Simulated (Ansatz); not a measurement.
# BrH4SSi: the cost of one run

Program: Ansatz 0.2.0. Level of theory: RHF/def2-SVP. These are calculated values, not measurements.

**1. The structure to begin with**

Bond lengths: S1–Si2 2.419 Å, Si2–Br3 2.171 Å, S1–H4 1.337 Å, S1–H5 1.337 Å, Si2–H6 1.446 Å, Si2–H7 1.450 Å. Angles: S1–Si2–Br3 102.1°, S1–Si2–H6 96.9°, S1–Si2–H7 98.1°, Br3–Si2–H6 116.7°, Br3–Si2–H7 114.3°, H6–Si2–H7 121.8°, Si2–S1–H4 100.4°, Si2–S1–H5 100.5°, H4–S1–H5 93.5°.

As a file:

```xyz
7

S    -1.4189    0.1881   -0.2565
Si    0.8727    0.1055    0.5145
Br    0.9704   -1.8561    1.4401
H    -1.4492   -0.8965   -1.0384
H    -1.2978    1.0283   -1.2889
H     0.7970    1.2408    1.4068
H     1.5258    0.1900   -0.7776
```

**2. Relaxing end A**

Contents of input.yaml:

```yaml
crystal:
  periodic: [false, false, false]
  atoms:
    - { symbol: S, position_ang: [-1.41891, 0.1881, -0.25646] }
    - { symbol: Si, position_ang: [0.87267, 0.10545, 0.51449] }
    - { symbol: Br, position_ang: [0.97041, -1.85615, 1.44008] }
    - { symbol: H, position_ang: [-1.44924, -0.89648, -1.03841] }
    - { symbol: H, position_ang: [-1.29776, 1.02832, -1.28886] }
    - { symbol: H, position_ang: [0.79698, 1.24081, 1.40679] }
    - { symbol: H, position_ang: [1.52585, 0.18995, -0.77764] }
total_charge: 1
basis:
  gaussian: { orbitals: def2-SVP }
hamiltonian:
  xc: hf
relax:
  f_tol: 0.015
  max_steps: 40
```

On the command line:

```sh
$ ansatz run input.yaml --threads 1 --pin off --max-ram 2048MiB --backend cpu --events-out ev --progress --plain --runs-dir out
```

What time and memory should one allow on 1 thread of an Arm CPU, shared host?

About 18 s, with a peak of 0.17 GiB.
